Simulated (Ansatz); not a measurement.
**GeW under changes of volume**

One of the cells (17.126 Å³/atom); the others are scaled copies at fixed shape and fractional positions:

```
Ge W
1.0
     0.00000    2.57761    2.57761
     2.57761    0.00000    2.57761
     2.57761    2.57761    0.00000
Ge W
1 1
Direct
  0.50000 0.50000 0.50000
  0.00000 0.00000 0.00000
```

The cell was built by a generator and needn't be a form met in nature.

* Program: Ansatz 0.2.0
* Functional: PBE
* Potentials or basis: all-electron LAPW, scalar-relativistic
* Cutoff: 330 eV (chosen from the basis error)
* Basis error allowed: 0.0005 eV/atom
* k mesh: 9 × 9 × 9
* Occupations: fermi-dirac, width 0.05 eV
* Spin: no spin polarisation

```tsv
volume (Å³/atom)	energy over the lowest point (meV/atom)	pressure (GPa)
16.098	?	?
16.441	16.83	8.0
16.783	4.30	3.9
17.126	0.00	0.3
17.468	3.09	-3.0
17.811	12.80	-5.9
18.153	28.43	-8.6
```

Task: What does the run at 16.098 Å³/atom give?

Result: Energy over the lowest point 38.55 meV/atom; pressure 12.5 GPa.

Worked out: A Birch-Murnaghan fit of order 3 (a polynomial in V^(-2/3)) to the other rows has its minimum at 17.15 Å³/atom with B0 = V·E''(V) = 172 GPa and B' = 4.5. It gives 38.61 meV/atom at 16.098 Å³/atom, against the run's 38.55, and -dE/dV = 12.5 GPa, against 12.5.

Energies are extrapolated to zero smearing.
